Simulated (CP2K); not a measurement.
# CH6BrGeSi (SMILES [GeH2][CH2][SiH2]Br): a first try and a second

Aim: energy and forces of CH6BrGeSi at GFN1-xTB.

The calculation is run with CP2K 2026.2.

5 further runs of the same task are left out: 2 that didn't finish, 3 set aside as unsound or not needed.

## (1) Starting point

CH6BrGeSi has 10 atoms, charge 0, and is taken as a doublet. SMILES: `[GeH2][CH2][SiH2]Br`. The shape comes from GFN2-xTB, which is rough for such elements, and wasn't checked as a minimum. This is one conformer, not always the lowest.

Bond lengths: Ge1–C2 2.025 Å, C2–Si3 1.888 Å, Si3–Br4 2.215 Å, Ge1–H5 1.559 Å, Ge1–H6 1.568 Å, C2–H7 1.090 Å, C2–H8 1.090 Å, Si3–H9 1.455 Å, Si3–H10 1.460 Å. Some angles: Ge1–C2–Si3 111.7°, C2–Si3–Br4 108.4°, Ge1–C2–H7 108.5°, Ge1–C2–H8 108.9°, Si3–C2–H7 109.5°, Si3–C2–H8 110.9°, C2–Ge1–H5 106.0°, C2–Ge1–H6 103.9°, C2–Si3–H9 113.3°, C2–Si3–H10 111.2°.

## (2) The input as first written

Contents of run.inp:

```
&GLOBAL
  PROJECT run
  RUN_TYPE ENERGY_FORCE
  PRINT_LEVEL MEDIUM
&END GLOBAL
&FORCE_EVAL
  METHOD QS
  &DFT
    CHARGE 0
    MULTIPLICITY 2
    UKS T
    &QS
      METHOD XTB
      EPS_DEFAULT 1.0E-10
      &XTB
        GFN_TYPE 1
        CHECK_ATOMIC_CHARGES F
      &END XTB
    &END QS
    &POISSON
      PERIODIC NONE
      POISSON_SOLVER ANALYTIC
    &END POISSON
    &SCF
      SCF_GUESS ATOMIC
      EPS_SCF 1.0E-06
      MAX_SCF 40
      &OT ON
        MINIMIZER DIIS
        PRECONDITIONER FULL_ALL
      &END OT
      &OUTER_SCF
        EPS_SCF 1.0E-06
        MAX_SCF 2
      &END OUTER_SCF
    &END SCF
    &PRINT
      &MOMENTS
        PERIODIC F
        REFERENCE COM
        MAX_MOMENT 1
      &END MOMENTS
      &MO_CUBES
        NLUMO 5
        NHOMO -1
        WRITE_CUBE F
      &END MO_CUBES
      &HIRSHFELD OFF
      &END HIRSHFELD
    &END PRINT
  &END DFT
  &SUBSYS
    &CELL
      ABC [angstrom] 14 13.1 12.9
      PERIODIC NONE
    &END CELL
    &COORD
      SCALED T
      Ge   0.35605750   0.54639962   0.49334302
      C    0.60152250   0.47966985   0.52815078
      Si   0.57652250   0.47966985   0.52815078
      Br   0.62555679   0.56146221   0.38763295
      H    0.39457321   0.61900038   0.40716705
      H    0.37675250   0.61316145   0.59166860
      H    0.43013036   0.38099962   0.56744845
      H    0.44869821   0.38576679   0.43297636
      H    0.58184750   0.55338664   0.61236705
      H    0.64394250   0.39559122   0.54085078
    &END COORD
  &END SUBSYS
  &PRINT
    &FORCES ON
    &END FORCES
  &END PRINT
&END FORCE_EVAL
```

On the command line:

```sh
$ OMP_NUM_THREADS=1 cp2k.psmp run.inp > run.out
```

Log:

```text
CP2K| version string:                                       CP2K version 2026.2
[...]
 GLOBAL| Method name                                                        CP2K
[...]
 GLOBAL| Run type                                                   ENERGY_FORCE
[...]
                             - Atoms:                                         10
[...]
                             - Spherical basis functions:                     43
[...]
 *** WARNING in particle_methods.F:720 :: The distance between the atoms 2 ***
 *** and 3 is only 0.350 angstrom and thus smaller than the threshold of   ***
 *** 0.500 angstrom                                                        ***
[...]
 Number of electrons:                                                         13
[...]
     1 OT DIIS     0.15E+00    0.0     0.05523114        50.2174553166  5.02E+01
[...]
    30 OT DIIS     0.15E+00    0.0     0.00000065        50.0200403170 -2.79E-10
  *** SCF run converged in    30 steps ***
[...]
 TB_DIPOLE| Moment [Debye]          4.69707470      -1.35469662       2.38347111
 TB_DIPOLE| Derivative [a.u.]       0.00000000       0.00000000       0.00000000
[...]
 ENERGY| Total FORCE_EVAL ( QS ) energy [hartree]             50.020040316898140
 FORCES| Atomic forces [hartree/bohr]
 FORCES|   Atom     x               y               z               |f|
 FORCES|      1 -1.23370367E-02  1.88438609E-03 -3.44268319E-03   1.29462525E-02
 FORCES|      2  1.78451755E+02 -1.07254908E-01  8.01624697E-02   1.78451805E+02
 FORCES|      3 -1.78530087E+02 -2.80623703E-02  3.83432029E-02   1.78530094E+02
 FORCES|      4  4.32797248E-02  1.11993186E-01 -1.77057870E-01   2.13927786E-01
 FORCES|      5  3.57741510E-03 -1.06266167E-03  1.29325338E-02   1.34602221E-02
 FORCES|      6  9.92592316E-03 -1.64615356E-03 -1.07375464E-02   1.47149134E-02
 FORCES|      7  1.55499657E-02  5.55109898E-03 -5.25322887E-03   1.73266427E-02
 FORCES|      8  1.14485429E-02  1.13867702E-03  9.90645150E-03   1.51823417E-02
 FORCES|      9 -4.94381000E-03  4.18869786E-02  4.51871177E-02   6.18129100E-02
 FORCES|     10  1.18318766E-02 -2.44282333E-02  9.95955295E-03   2.89123604E-02
 FORCES| Sum    -1.55968988E-14 -1.59594560E-16 -1.28369537E-16
 FORCES| Total atomic force                                       1.55982435E-14
[...]
```

Wall time 1.2 s (1 thread of Intel Xeon 6975P-C (Granite Rapids), shared host); peak memory 0.2 GiB.

## (3) Diagnosis

The run finished; that doesn't make the result usable.

Cause: two atoms lie on top of or far too near each other. As the program read them, the closest atoms are 0.35 Å apart, against 1.09 Å in the sound input.

## (4) The mended input

Contents of calc.inp:

```
&FORCE_EVAL
 METHOD QUICKSTEP
 &DFT
  MULTIPLICITY 2
  LSD T
  # Quickstep
  &QS
   METHOD XTB
   EPS_DEFAULT 1.0E-10
   &XTB
    GFN_TYPE 1
    CHECK_ATOMIC_CHARGES F
   &END XTB
  &END QS
  &POISSON
   PERIODIC NONE
   POISSON_SOLVER ANALYTIC
  &END POISSON
  &SCF
   SCF_GUESS ATOMIC
   EPS_SCF 1.0E-06
   MAX_SCF 40
   &OT
    MINIMIZER DIIS
    PRECONDITIONER FULL_ALL
   &END OT
   &OUTER_SCF
    EPS_SCF 1.0E-06
    MAX_SCF 5
   &END OUTER_SCF
  &END SCF
  &PRINT
   &MOMENTS
    PERIODIC F
    REFERENCE COM
    MAX_MOMENT 1
   &END MOMENTS
   &MO_CUBES
    NLUMO 5
    NHOMO -1
    WRITE_CUBE F
   &END MO_CUBES
   &HIRSHFELD OFF
   &END HIRSHFELD
  &END PRINT
 &END DFT
 # atoms, cell and kinds
 &SUBSYS
  # box in angstrom
  &CELL
   ABC 14 13.1 12.9
   PERIODIC NONE
  &END CELL
  &COORD
   SCALED T
   Ge   0.35605750   0.54639962   0.49334302
   C    0.45158679   0.43084924   0.50395775
   Si   0.57652250   0.47966985   0.52815078
   Br   0.62555679   0.56146221   0.38763295
   H    0.39457321   0.61900038   0.40716705
   H    0.37675250   0.61316145   0.59166860
   H    0.43013036   0.38099962   0.56744845
   H    0.44869821   0.38576679   0.43297636
   H    0.58184750   0.55338664   0.61236705
   H    0.64394250   0.39559122   0.54085078
  &END COORD
 &END SUBSYS
 &PRINT
  &FORCES ON
  &END FORCES
 &END PRINT
&END FORCE_EVAL
&GLOBAL
 PROJECT_NAME calc
 RUN_TYPE ENERGY_FORCE
 PRINT_LEVEL MEDIUM
&END GLOBAL
```

On the command line:

```sh
$ OMP_NUM_THREADS=1 cp2k.psmp -i calc.inp -o calc.out
```

Log:

```text
CP2K| version string:                                       CP2K version 2026.2
[...]
 GLOBAL| Method name                                                        CP2K
[...]
 GLOBAL| Run type                                                   ENERGY_FORCE
[...]
                             - Atoms:                                         10
[...]
                             - Spherical basis functions:                     43
[...]
 Number of electrons:                                                         13
[...]
     1 OT DIIS     0.15E+00    0.0     0.06161875       -12.6223250348 -1.26E+01
[...]
    18 OT DIIS     0.15E+00    0.0     0.00000079       -12.7475422685 -3.27E-10
  *** SCF run converged in    18 steps ***
[...]
 TB_DIPOLE| Moment [Debye]         -0.00701301      -0.95948014       0.22068722
 TB_DIPOLE| Derivative [a.u.]       0.00000000       0.00000000       0.00000000
[...]
 ENERGY| Total FORCE_EVAL ( QS ) energy [hartree]            -12.747542268585656
 FORCES| Atomic forces [hartree/bohr]
 FORCES|   Atom     x               y               z               |f|
 FORCES|      1  1.47264921E-02  9.55475645E-03  3.29397964E-03   1.78609418E-02
 FORCES|      2 -2.17132280E-03  6.54070760E-03  2.37693980E-03   7.29008514E-03
 FORCES|      3  5.63903591E-03 -6.01395245E-04  3.74152578E-03   6.79407223E-03
 FORCES|      4  4.68486835E-03  6.72172714E-03 -1.05304649E-02   1.33424248E-02
 FORCES|      5 -6.26481838E-03 -6.35178032E-03  7.19218339E-03   1.14595185E-02
 FORCES|      6 -4.66721022E-03 -5.88400798E-03 -9.69714078E-03   1.22653553E-02
 FORCES|      7 -5.21101418E-03 -4.27253380E-03  2.20425944E-03   7.08999108E-03
 FORCES|      8 -2.43075514E-03 -3.63041601E-03 -2.82800328E-03   5.20443018E-03
 FORCES|      9 -4.19712469E-04 -4.22611580E-03  1.17567401E-03   4.40663394E-03
 FORCES|     10 -3.88556322E-03  2.14905798E-03  3.07104692E-03   5.39883144E-03
 FORCES| Sum     8.15320034E-17 -9.45424294E-17  2.42861287E-16
 FORCES| Total atomic force                                       2.73070216E-16
[...]
```

Run time: 1.1 s. Hardware: 1 thread of Intel Xeon 6975P-C (Granite Rapids), shared host; peak memory 0.19 GiB.

## (5) Summary of results

Level: GFN1-xTB.

```
                                 quantity          value
                             total energy   -12.74754 Eh
dipole moment (from atomic charges alone)         0.98 D
       HOMO energy (highest over α and β)       -9.88 eV
                        dispersion energy  -11.37 kJ/mol
                 largest force on an atom     0.918 eV/Å
```

**Reading.** The first attempt's energy was +1707.993 eV off this one. The dipole comes from point charges on the atoms alone, without atomic dipoles, so it is partial. The largest force is 0.92 eV/Å: the shape isn't a stationary point for this species at this level.
